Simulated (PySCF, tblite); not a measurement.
# C4H7BBrF: geometry, infrared bands and NMR shifts

What infrared bands and NMR shifts should C4H7BBrF (`BC/C(C)=C(/F)Br`) show?

Programs: tblite 0.8.0 and PySCF 2.14.0, with density-fitted response routines of our own. Each step states its level of theory. These are calculated values for one molecule in the gas phase, unless marked as measured. Atoms are numbered from 0 throughout.

## Step 1: Starting geometry

14 atoms, charge 0, multiplicity 1; geometry from: force field or distance geometry start.

Bonds of the start (Å): B0–C1 1.61, C1–C2 1.49, C2–C3 1.50, C2–C4 1.34, C4–F5 1.36, C4–Br6 1.93, B0–H7 1.19, B0–H8 1.20, C1–H9 1.11, C1–H10 1.08, C3–H11 1.11, C3–H12 1.13, C3–H13 1.11.

## Step 2: Optimising the geometry with GFN2-xTB

Job settings and geometry (Å):

```
{"job": {"kind": "relax", "xc": "GFN2-xTB", "basis": "xTB"}, "charge": 0, "multiplicity": 1}
B      1.125900    -1.653200     0.459200
C      0.667800    -0.665500    -0.730900
C     -0.204300     0.422400    -0.198500
C     -1.520600     0.140500     0.462700
C      0.181600     1.693700    -0.341400
F     -0.601000     2.717100     0.107800
Br     1.866900     2.052800    -1.221200
H      0.255200    -1.970400     1.201500
H      2.175600    -1.445500     0.993000
H      0.014700    -1.226800    -1.429900
H      1.510200    -0.201400    -1.226800
H     -1.868300     1.034600     1.011600
H     -1.358000    -0.705700     1.195500
H     -2.246500    -0.193000    -0.304800
```

Run with:

```bash
$ OMP_NUM_THREADS=1 python probes_run.py task.json out
```

One launch serves the whole session: the jobs run in the order shown.

**Question.** This job is followed by: GFN2-xTB harmonic vibrations, gas phase; GIAO PBE0/pcSseg-1 NMR shielding, non-relativistic, gas phase. Predict these results of the whole session: strongest single infrared mode (GFN2-xTB); zero-point energy (GFN2-xTB); 13C shifts against TMS (PBE0/pcSseg-1); 1H shifts against TMS (PBE0/pcSseg-1, means over atoms taken as alike); 11B shifts against BF3·OEt2 (PBE0/pcSseg-1); 19F shifts against CFCl3 (PBE0/pcSseg-1); 79Br shifts against HBr (PBE0/pcSseg-1); surface potential, 1st and 99th percentile.

The runs gave:

| quantity | value |
| --- | --- |
| strongest single infrared mode (GFN2-xTB) | 859 cm⁻¹, 200 km/mol |
| zero-point energy (GFN2-xTB) | 61.7 kcal/mol |
| 13C shifts against TMS (PBE0/pcSseg-1) | 153.9, 128.0, 43.5, 19.9 ppm |
| 1H shifts against TMS (PBE0/pcSseg-1, means over atoms taken as alike) | 8.12, 2.61, 2.01 ppm |
| 11B shifts against BF3·OEt2 (PBE0/pcSseg-1) | 94.1 ppm |
| 19F shifts against CFCl3 (PBE0/pcSseg-1) | -83.5 ppm |
| 79Br shifts against HBr (PBE0/pcSseg-1) | 596 ppm |
| surface potential, 1st and 99th percentile | -0.73 V and 1.67 V |

**Reading.** The optimisation took 133 steps and gained 0.746 eV; among the close pairs (by a distance rule), C3–H12 changed most, from 1.131 to 1.089 Å. All 36 modes are real, so the xTB geometry is a minimum. The strongest single mode, at 859 cm⁻¹, moves mainly H7, B0 and H8. Unscaled tight-binding wavenumbers are off by several per cent, some by more. Its intensities can rank the bands wrongly. C4 stands next to heavy halogen, whose spin-orbit shielding this run leaves out, so the computed shift lies too far downfield, most of all for carbon beside Br or I. At PBE0/pcSseg-1: The largest span, 1193 ppm, is at Br6, where the paramagnetic term is -1097 ppm. At PBE0/pcSseg-1, counted by nearest atom on the grid, the HOMO lies on C2, C4 about 27 % each; Br6 22 %, the LUMO on B0 53 %; H7, H8 about 15 % each. Spin-orbit coupling is left out, which matters for shieldings and couplings at and beside the heavy atoms.
